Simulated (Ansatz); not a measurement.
A run of Ansatz 0.2.0 is set up as follows.

The input input.yaml:

```yaml
crystal:
  lattice:
    - [2.7131139241, 1.5664170544, 3.2376184047]
    - [-2.7131139241, 1.5664170544, 3.2376184047]
    - [0.0, -3.1328341088, 3.2376184047]
  atoms:
    - { symbol: Ti, position: [0.0, 0.335655, 0.664345] }
    - { symbol: Ti, position: [0.664345, 0.0, 0.335655] }
    - { symbol: Ti, position: [0.335655, 0.664345, 0.0] }
    - { symbol: S, position: [0.167839, 0.167839, 0.167839] }
    - { symbol: S, position: [0.832161, 0.832161, 0.832161] }
hamiltonian:
  xc: lda
  pseudopotentials: { kind: paw }
kpoints:
  mp_grid: { grid: [6, 6, 6] }
  band_path:
    path:
      - [[0.0, 0.0, 0.0], [0.5, 0.0, 0.0], [0.5, 0.3227197041, -0.3227197041]]
      - [[0.6772802959, 0.5, 0.3227197041], [0.5, 0.5, 0.5], [0.0, 0.0, 0.0], [0.4113598521, 0.0, -0.4113598521]]
      - [[0.5886401479, 0.4113598521, 0.0], [0.5, 0.5, 0.0], [0.5886401479, 0.5886401479, 0.3227197041], [0.5, 0.5, 0.5]]
      - [[0.5, 0.0, 0.0], [0.6772802959, 0.4113598521, 0.4113598521]]
    npoints: 14
scf:
  occupations: { method: fermi_dirac, width: 0.05 }
  n_extra_bands: 12
output:
  forces: true
  stress: true
  eigenvalues: true
  fatbands: true
```

Potentials or basis: Ansatz PAW.

Command:

```bash
$ ansatz run input.yaml --threads 2 --pin off --max-ram 5632MiB --backend cpu --events-out ev --progress --plain --runs-dir out
```

Question: Predict the pressure.

Answer: -7.8 GPa.

Question: Predict the band gap on the k mesh.

Answer: None (metal or under the smearing width).

Question: Estimate the largest force.

Answer: 0.096 eV/Å.

Forces in eV/Å, atoms in the order of the input:
```
Ti   0.048 -0.083  0.000
Ti   0.048  0.083  0.000
Ti  -0.096  0.000  0.000
S    0.000  0.000  0.055
S    0.000  0.000 -0.055
```

Caveat: the PAW data sets come from PBE, with cores solved anew for the run's functional, which leaves a small shift of forces and pressure.
